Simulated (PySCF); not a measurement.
**InSb: bond curves at several levels of theory**

One job finds the state of InSb, follows it along the bond with each method and fits the curves.

Method: In def2-SVP with ECP28, Sb def2-SVP with ECP28, scalar-relativistic core potentials; program: PySCF 2.14.0.

## 1. The job

A driver script around PySCF takes these settings:

- atoms: In, Sb
- charge: 0
- basis: In def2-SVP with ECP28, Sb def2-SVP with ECP28
- Hamiltonian: scalar-relativistic core potentials
- basis functions: 52
- electrons treated: 44
- masses in u: 114.9039, 120.9038
- levels: PBE0, PBE, r²SCAN, B2PLYP, M06-2X, MN15, HSE06, HF, MP2, SCS-MP2, CCSD, CCSD(T)
- grid: 80 radial by 434 angular points
- occupations: held fixed by the projection of orbital angular momentum
- dissociation limit: In + Sb, each in its ground configuration
- starting distance in angstrom: 2.755
- values of 2S to try: 0, 2, 4

Command:

```
> OMP_NUM_THREADS=1 python dia.py task.json out
```

After this run come: The PBE0 curve of the state that the search chose; Excited determinants; PBE (GGA); r²SCAN; B2PLYP (double hybrid); M06-2X (hybrid meta-GGA); MN15 (hybrid meta-GGA); HSE06; UHF; Correlated methods on the Hartree–Fock reference.

Before running it: what results should come out? Wanted: for each run, Re; ωe; De; μ.

As calculated:

Lowest PBE0 solution found, without spin–orbit coupling: ³Σ⁻ (triplet), unpaired electrons π ↑↑. State 2 has its PBE0 minimum 0.29 eV higher. State 3 has its PBE0 minimum 0.30 eV higher, as a spin-mixed determinant (⟨S²⟩ = 1.01), so this is no gap between pure states. State 4 has its PBE0 minimum 0.48 eV higher, as a spin-mixed determinant (⟨S²⟩ = 1.02), so this is no gap between pure states. The other levels ran on the lowest alone.

| level | Re (Å) | ωe (cm⁻¹) | De (eV) | μ (D) |
| --- | --- | --- | --- | --- |
| UHF | 3.001 | 137.9 | 0.60 | -2.42 |
| UHF-MP2 | 2.961 | 148.4 | 1.21 | n/a |
| UHF-SCS-MP2 | 2.980 | 145.3 | 1.16 | n/a |
| UHF-CCSD | 2.982 | 142.2 | 1.18 | n/a |
| UHF-CCSD(T) | 2.985 | 141.6 | 1.25 | n/a |
| PBE | 2.987 | 139.6 | 1.81 | -1.78 |
| r²SCAN | 2.959 | 144.2 | 1.67 | -1.88 |
| PBE0 | 2.957 | 145.2 | 1.67 | -1.97 |
| HSE06 | 2.961 | 144.7 | 1.75 | -1.91 |
| MN15 | 2.940 | 145.5 | 1.60 | -1.71 |
| M06-2X | 2.988 | 140.1 | 1.31 | -2.45 |
| B2PLYP | 2.975 | 143.3 | 1.55 | -2.17 |

De is counted to In + Sb in their ground configurations. A positive dipole means In(−)Sb(+).

Differences from CCSD(T) in the same basis:

| level | Re (mÅ) | ωe (%) |
| --- | --- | --- |
| UHF | +16 | -2.6 |
| UHF-MP2 | -23 | +4.8 |
| UHF-SCS-MP2 | -5 | +2.6 |
| UHF-CCSD | -2 | +0.4 |
| PBE | +2 | -1.4 |
| r²SCAN | -26 | +1.9 |
| PBE0 | -28 | +2.5 |
| HSE06 | -24 | +2.2 |
| MN15 | -45 | +2.8 |
| M06-2X | +3 | -1.1 |
| B2PLYP | -9 | +1.2 |

**Reading.** Judged by CCSD(T) in the same basis: best bond length UHF-CCSD and PBE (2 mÅ off), worst MN15 (-45 mÅ); best wavenumber UHF-CCSD (+0.4 %), worst UHF-MP2 (+4.8 %). CCSD(T) in a basis this small is itself some way from its limit, more so than the functionals. Among the levels with a De in the table, it runs from 0.60 eV (UHF) to 1.81 eV (PBE).

Correlated steps freeze 8 core orbitals. Spin–orbit coupling is left out, which matters for elements this heavy, above all for dissociation energies. B2PLYP dipoles, levels and charges come from its SCF part alone. With spin–orbit coupling the term label itself may not hold.
